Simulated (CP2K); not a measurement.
# Zr in CP2K: work function with PBE

Aim: the work function of Zr with PBE.

Program: CP2K 2026.2. These are calculated values, not measurements. Logs are shortened: lines on timing, memory, paths and dates and some standing lists are left out, and cuts for length are marked.

## (1) The cell of the first run

The cell holds a slab with vacuum, 6 atoms: a = 3.232 Å, b = 3.232 Å, c = 27.867 Å, α = 90.00°, β = 90.00°, γ = 120.00°.

## (2) Work function, PBE (the (0 0 1) slab of Zr, cut from the database cell, not relaxed)

Contents of zr_workfunction.inp:

```
&GLOBAL
  PROJECT zr_workfunction
  RUN_TYPE ENERGY_FORCE
  PRINT_LEVEL LOW
&END GLOBAL
&FORCE_EVAL
  METHOD QS
  &DFT
    BASIS_SET_FILE_NAME BASIS_MOLOPT_UZH
    POTENTIAL_FILE_NAME POTENTIAL_UZH
    &MGRID
      CUTOFF 450
      REL_CUTOFF 60
      NGRIDS 4
    &END MGRID
    &QS
      METHOD GPW
      EPS_DEFAULT 1.0E-10
    &END QS
    &KPOINTS
      SCHEME MONKHORST-PACK 9 9 1
      GAMMA_CENTERED T
      SYMMETRY T
      SYMMETRY_BACKEND SPGLIB
    &END KPOINTS
    &SCF
      SCF_GUESS ATOMIC
      EPS_SCF 1.0E-6
      MAX_SCF 100
      ADDED_MOS 36
      CHOLESKY OFF
      EPS_EIGVAL 1.0E-7
      &DIAGONALIZATION ON
        ALGORITHM STANDARD
      &END DIAGONALIZATION
      &MIXING ON
        METHOD BROYDEN_MIXING
        ALPHA 0.2
        BETA 1.5
        NBUFFER 8
      &END MIXING
      &SMEAR ON
        METHOD FERMI_DIRAC
        ELECTRONIC_TEMPERATURE 580.23
      &END SMEAR
    &END SCF
    &XC
      &XC_FUNCTIONAL PBE
      &END XC_FUNCTIONAL
    &END XC
    &PRINT
      &KPOINTS ON
      &END KPOINTS
      &MULLIKEN ON
      &END MULLIKEN
      &MO ON
        ENERGIES T
        OCCUPATION_NUMBERS T
        &EACH
          QS_SCF 0
        &END EACH
        ADD_LAST NUMERIC
      &END MO
      &LOWDIN ON
      &END LOWDIN
      &HIRSHFELD ON
        SHAPE_FUNCTION DENSITY
      &END HIRSHFELD
      &E_DENSITY_CUBE ON
        STRIDE 1
      &END E_DENSITY_CUBE
      &V_HARTREE_CUBE ON
        STRIDE 1
      &END V_HARTREE_CUBE
      &ELF_CUBE ON
        STRIDE 1
      &END ELF_CUBE
    &END PRINT
  &END DFT
  &SUBSYS
    &CELL
      ABC 3.2319982225 3.2319982225 27.8675000000
      ALPHA_BETA_GAMMA 90.0000000000 90.0000000000 120.0000000014
      PERIODIC XYZ
    &END CELL
    &COORD
      SCALED
      Zr  0.6666666667 0.3333333334 0.2691307078
      Zr  0.3333333333 0.6666666666 0.3614784247
      Zr  0.6666666667 0.3333333334 0.4538261416
      Zr  0.3333333333 0.6666666666 0.5461738584
      Zr  0.6666666667 0.3333333334 0.6385215753
      Zr  0.3333333333 0.6666666666 0.7308692922
    &END COORD
    &KIND Zr
      BASIS_SET TZVP-MOLOPT-PBE-GTH-q12
      POTENTIAL GTH-PBE-q12
    &END KIND
    &PRINT
      &ATOMIC_COORDINATES ON
      &END ATOMIC_COORDINATES
      &CELL ON
      &END CELL
      &SYMMETRY ON
      &END SYMMETRY
    &END PRINT
  &END SUBSYS
  &PRINT
    &FORCES ON
    &END FORCES
  &END PRINT
&END FORCE_EVAL
```

Potentials or basis: POTENTIAL_UZH Zr GTH-PBE-q12; TZVP-MOLOPT-PBE-GTH basis.

Started as:

```console
OMP_NUM_THREADS=1 mpirun -n 2 cp2k.psmp -i zr_workfunction.inp -o zr_workfunction.out
```

zr_workfunction.out:

```text

 CP2K| version string:                                       CP2K version 2026.2
 CP2K| Input file name                                       zr_workfunction.inp

 GLOBAL| Force Environment number                                              1
 GLOBAL| Basis set file name                                    BASIS_MOLOPT_UZH
 GLOBAL| Potential file name                                       POTENTIAL_UZH
 GLOBAL| MM Potential file name                                     MM_POTENTIAL
 GLOBAL| Coordinate file name                                      __STD_INPUT__
 GLOBAL| Method name                                                        CP2K
 GLOBAL| Project name                                            zr_workfunction
 GLOBAL| Run type                                                   ENERGY_FORCE
 GLOBAL| FFT library                                                       FFTW3
 GLOBAL| Diagonalization library                                       ScaLAPACK
 GLOBAL| Cholesky decomposition library                                ScaLAPACK
 GLOBAL| DGEMM library                                                      BLAS
 GLOBAL| Direct generalized diagonalization requested                          F
 GLOBAL| Matrix multiplication library                                 ScaLAPACK
 GLOBAL| Global print level                                                  LOW
 GLOBAL| Total number of message passing processes                             2
 GLOBAL| Number of threads for this process                                    1
 GLOBAL| CPU model name                                                  UNKNOWN

 CELL| Volume [angstrom^3]:                                           252.098852
 CELL| Vector a [angstrom]:       3.232     0.000     0.000   |a| =     3.231998
 CELL| Vector b [angstrom]:      -1.616     2.799     0.000   |b| =     3.231998
 CELL| Vector c [angstrom]:       0.000     0.000    27.867   |c| =    27.867500
 CELL| Angle (b,c), alpha [degree]:                                    90.000000
 CELL| Angle (a,c), beta  [degree]:                                    90.000000
 CELL| Angle (a,b), gamma [degree]:                                   120.000000
 CELL| Numerically orthorhombic:                                              NO
 CELL| Periodicity                                                           XYZ

 CELL_REF| Volume [angstrom^3]:                                       252.098852
 CELL_REF| Vector a [angstrom     3.232     0.000     0.000   |a| =     3.231998
 CELL_REF| Vector b [angstrom    -1.616     2.799     0.000   |b| =     3.231998
 CELL_REF| Vector c [angstrom     0.000     0.000    27.867   |c| =    27.867500
 CELL_REF| Angle (b,c), alpha [degree]:                                90.000000
 CELL_REF| Angle (a,c), beta  [degree]:                                90.000000
 CELL_REF| Angle (a,b), gamma [degree]:                               120.000000
 CELL_REF| Numerically orthorhombic:                                          NO
 CELL_REF| Periodicity                                                       XYZ

[... 8 lines left out ...]
 TOTAL NUMBERS AND MAXIMUM NUMBERS

  Total number of            - Atomic kinds:                                   1
                             - Atoms:                                          6
                             - Shell sets:                                     6
[... 138 lines left out ...]
  Fermi energy:                                                 0.16620868177153

  Total energy:                                              -279.81805640418872
  Total energy (extrapolated to T->0):                       -279.81652708296116

 MO| EIGENVALUES AND OCCUPATION NUMBERS FOR K POINT 1
 MO|
 MO|  Index      Eigenvalue [a.u.]        Eigenvalue [eV]             Occupation
 MO|      1              -1.630440             -44.366516               2.000000
 MO|      2              -1.630440             -44.366516               2.000000
 MO|      3              -1.618902             -44.052553               2.000000
 MO|      4              -1.618154             -44.032217               2.000000
 MO|      5              -1.617276             -44.008318               2.000000
 MO|      6              -1.617151             -44.004920               2.000000
[... 454 lines left out ...]
 MO|     71               0.581864              15.833311               0.000000
 MO|     72               0.594382              16.173949               0.000000
 MO| Sum:                                                              72.515204
 MO| E(Fermi):            0.166209 a.u.          4.522768 eV

 The electron density is written in Cube    file format to the file:

 zr_workfunction-ELECTRON_DENSITY-1_0.cube

 !-----------------------------------------------------------------------------!
                     Mulliken Population Analysis

 #  Atom  Element  Kind  Atomic population                           Net charge
       1     Zr       1         11.977126                              0.022874
       2     Zr       1         12.015613                             -0.015613
       3     Zr       1         12.007263                             -0.007263
       4     Zr       1         12.007263                             -0.007263
       5     Zr       1         12.015613                             -0.015613
       6     Zr       1         11.977123                              0.022877
 # Total charge                             72.000000                 -0.000000

 !-----------------------------------------------------------------------------!

 !-----------------------------------------------------------------------------!
                           Hirshfeld Charges

  #Atom  Element  Kind  Ref Charge     Population                    Net charge
      1       Zr     1      12.000         11.992                         0.008
      2       Zr     1      12.000         12.006                        -0.006
      3       Zr     1      12.000         12.001                        -0.001
      4       Zr     1      12.000         12.001                        -0.001
      5       Zr     1      12.000         12.006                        -0.006
      6       Zr     1      12.000         11.992                         0.008

  Total Charge                                                            0.000
 !-----------------------------------------------------------------------------!

 LOWDIN POPULATION ANALYSIS

 #  Atom  Element  Kind  Atomic population                           Net charge
       1     Zr       1         11.961567                              0.038433
       2     Zr       1         12.033658                             -0.033658
       3     Zr       1         12.004775                             -0.004775
       4     Zr       1         12.004775                             -0.004775
       5     Zr       1         12.033658                             -0.033658
       6     Zr       1         11.961567                              0.038433
 # Total charge                             72.000000                 -0.000000

               ----- ELF is computed on the real space grid -----

 ELF is written in Cube    file format to the file:

 zr_workfunction-ELF_S1-1_0.cube

 ENERGY| Total FORCE_EVAL ( QS ) energy [hartree]           -279.818053084187056

 FORCES| Atomic forces [hartree/bohr]
 FORCES|   Atom     x               y               z               |f|
 FORCES|      1 -8.64764095E-10  8.12765949E-09  7.70611825E-03   7.70611825E-03
 FORCES|      2  1.55819017E-09 -1.49191327E-08 -1.04391157E-02   1.04391157E-02
 FORCES|      3 -1.87341918E-09  1.51294310E-08 -7.24641277E-04   7.24641277E-04
 FORCES|      4  1.83188047E-09 -1.56803912E-08  7.24658869E-04   7.24658869E-04
 FORCES|      5 -1.44903196E-09  1.55486678E-08  1.04390941E-02   1.04390941E-02
 FORCES|      6  7.97277471E-10 -8.20613421E-09 -7.70611420E-03   7.70611420E-03
 FORCES| Sum     1.32874499E-13  1.00271733E-13  1.75649426E-13
 FORCES| Total atomic force                                       2.41997466E-13
```

Wall time 5.1 min (2 MPI ranks of Arm Neoverse N1, shared host).

Results:

```yaml
Free_energy: -7614.2365 eV
Largest_force: 0.537 eV/Å
Band_gap_on_the_k_mesh: none (metal or under the smearing width)
Work_function: 4.34 eV
Work_function_of_the_upper_face: 4.34 eV
Work_function_of_the_lower_face: 4.34 eV
```

Forces on the atoms (eV/Å):
```
Zr   0.000  0.000  0.396
Zr   0.000  0.000 -0.537
Zr   0.000  0.000 -0.037
Zr   0.000  0.000  0.037
Zr   0.000  0.000  0.537
Zr   0.000  0.000 -0.396
```

Caveat: the basis of atomic orbitals isn't converged, which shifts pressures, moduli and gaps.
